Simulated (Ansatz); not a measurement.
# AlF2H4N: the cost of one run

Computed with Ansatz 0.2.0, Gaussian basis. Level: PBE0-D4, def2-SVP first, then def2-TZVP.

152 further runs of the same task are left out: 152 set aside as unsound or not needed.

## 1. The system as given

The guess: 8 atoms, charge 0, spin multiplicity 1.

Atoms are counted from 1 here; the program's logs count them from 0.

Bond lengths: Al1–N2 2.235 Å, Al1–F3 1.644 Å, Al1–F4 1.644 Å, N2–H7 1.012 Å, N2–H8 1.012 Å. Angles: N2–Al1–F3 114.5°, N2–Al1–F4 115.4°, F3–Al1–F4 124.2°, Al1–N2–H7 122.6°, Al1–N2–H8 123.5°, H7–N2–H8 108.3°.

As a file:

```
Al   -0.16920   -1.11690    0.09710
N     0.58660    0.95530   -0.26210
F    -0.66670   -1.90510   -1.25680
F     0.42820   -1.86250    1.43470
H    -0.64910    0.81450    0.25270
H    -1.44540    0.34220    0.59320
H     0.64380    1.36270   -1.18690
H     1.27180    1.40990    0.32820
```

Distances that are to change: Al1–H6 2.00 Å, N2–H5 1.35 Å, Al1–N2 2.23 Å, H5–H6 0.99 Å.

## 2. Relaxing the guess with the reacting distances held

hold/in.yaml reads:

```yaml
crystal:
  periodic: [false, false, false]
  atoms:
    - {symbol: Al, position_ang: [-0.169200, -1.116900, 0.097100]}
    - {symbol: N, position_ang: [0.586600, 0.955300, -0.262100]}
    - {symbol: F, position_ang: [-0.666700, -1.905100, -1.256800]}
    - {symbol: F, position_ang: [0.428200, -1.862500, 1.434700]}
    - {symbol: H, position_ang: [-0.649100, 0.814500, 0.252700]}
    - {symbol: H, position_ang: [-1.445400, 0.342200, 0.593200]}
    - {symbol: H, position_ang: [0.643800, 1.362700, -1.186900]}
    - {symbol: H, position_ang: [1.271800, 1.409900, 0.328200]}
basis:
  gaussian: {orbitals: def2-SVP}
hamiltonian: {xc: pbe0, dispersion: d4}
relax: {f_tol: 0.08, max_steps: 120, escape_saddle: false, constraints: [{distance: [0, 5]}, {distance: [1, 4]}, {distance: [0, 1]}, {distance: [4, 5]}]}
```

Started as:

```sh
$ ansatz run in.yaml --threads 2 --pin off --events-out ev --progress --plain --max-ram 4352MiB
```

**Question.** How long does this run take on 2 threads of Intel Xeon Platinum 8488C, shared host?

About 7 s.
